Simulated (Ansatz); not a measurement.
**GePH5+ (doublet): wave-function methods side by side, cc-pVDZ**

Aim: climb from Hartree-Fock through coupled cluster and multireference methods for GePH5+ (doublet) at one geometry and basis, and see what each rung misses.

Program: Ansatz 0.2.0, Gaussian basis. Level of theory: cc-pVDZ, correlated electrons: outside noble gas. These are calculated values, not measurements.

The runs, in order: UHF; CCSD(T) on ROHF; CCSD(T) on UHF; BCCD(T) on ROHF; CISD; CCSDT(Q) on ROHF; CCSDT(Q) on UHF; CASSCF and MRCISD+Q, 9 electrons in 9 orbitals; CASSCF and NEVPT2, 9 electrons in 9 orbitals.

## (1) The system

The geometry is a PBE0/def2-TZVP stationary point (not a proven minimum) of the parent state, kept for this charge and spin. No spin-orbit coupling is included. The filled d shell of Ge may be among the frozen orbitals whatever the setting's name suggests; the logs give the count.

7 atoms, charge 1, spin multiplicity 2.

Atoms are counted from 1 here; the program's logs count them from 0.

Bond lengths: Ge1–P2 2.322 Å, Ge1–H3 1.537 Å, Ge1–H4 1.537 Å, Ge1–H5 1.538 Å, P2–H6 1.421 Å, P2–H7 1.421 Å. Angles: P2–Ge1–H3 108.1°, P2–Ge1–H4 108.1°, P2–Ge1–H5 113.2°, H3–Ge1–H4 109.0°, H3–Ge1–H5 109.2°, H4–Ge1–H5 109.2°, Ge1–P2–H6 93.8°, Ge1–P2–H7 93.8°, H6–P2–H7 93.1°.

In the tables R marks a restricted open-shell determinant and U an unrestricted one; 'frontier' is the active space of 9 electrons in 9 orbitals; correlation energies count from the lowest restricted Hartree-Fock solution.

## (2) UHF

Input file in.yaml:

```yaml
crystal:
  periodic: [false, false, false]
  atoms:
    - {symbol: Ge, position_ang: [-0.019400, 0.000000, 0.692332]}
    - {symbol: P, position_ang: [0.103187, -0.000001, -1.626866]}
    - {symbol: H, position_ang: [0.708145, -1.251254, 1.209657]}
    - {symbol: H, position_ang: [0.708144, 1.251256, 1.209656]}
    - {symbol: H, position_ang: [-1.462963, 0.000000, 1.222775]}
    - {symbol: H, position_ang: [-0.863073, -1.031331, -1.771848]}
    - {symbol: H, position_ang: [-0.863074, 1.031328, -1.771848]}
basis:
  gaussian: {orbitals: cc-pVDZ}
total_charge: 1
magnetization: {spin_polarized: true, initial_magnetization: 1}
hamiltonian: {xc: hf}
output: {orbitals: {seedname: orbitals}}
```

The run is started by

```bash
> ansatz run in.yaml --threads 1 --pin off --events-out ev --progress --plain --max-ram 2393MiB
```

Further steps of the session: CCSD(T) on ROHF; CCSD(T) on UHF; BCCD(T) on ROHF; CISD; CCSDT(Q) on ROHF; CCSDT(Q) on UHF; CASSCF and MRCISD+Q, 9 electrons in 9 orbitals; CASSCF and NEVPT2, 9 electrons in 9 orbitals.

Before running them: what should the planned runs give, taken together? Wanted: correlation energy, UCCSDT(Q); RMP2 from UCCSDT(Q); UMP2 from UCCSDT(Q); RCCSD from UCCSDT(Q); RCCSD(T) from UCCSDT(Q); UCCSD(T) from UCCSDT(Q); RCCSDT(Q) from UCCSDT(Q); NEVPT2 frontier from UCCSDT(Q); MRCISD+Q frontier from UCCSDT(Q).

**Answer**, as computed:

| quantity | value |
| --- | --- |
| correlation energy, UCCSDT(Q) | -7.0637 eV |
| RMP2 from UCCSDT(Q) | +1512.8 meV |
| UMP2 from UCCSDT(Q) | +1510.2 meV |
| RCCSD from UCCSDT(Q) | +217.9 meV |
| RCCSD(T) from UCCSDT(Q) | +43.1 meV |
| UCCSD(T) from UCCSDT(Q) | +42.9 meV |
| RCCSDT(Q) from UCCSDT(Q) | +0.9 meV |
| NEVPT2 frontier from UCCSDT(Q) | +1383.1 meV |
| MRCISD+Q frontier from UCCSDT(Q) | +46.4 meV |
| levels of the table within 1 kcal/mol (43 meV) | RCCSD(T), UCCSD(T), BCCD(T), RCCSDT, UCCSDT, RCCSDT(Q) |
| T1 diagnostic | 0.023 |

RCCSD(T) lands +43.1 meV from the yardstick (0.6 % of the correlation energy). Of the multireference levels listed MRCISD+Q frontier comes nearest in total energy (+46.4 meV), which doesn't show that its space is the better one. These misses are within one basis, not against nature; the frozen cores of restricted and unrestricted runs differ, which can shift their rows.
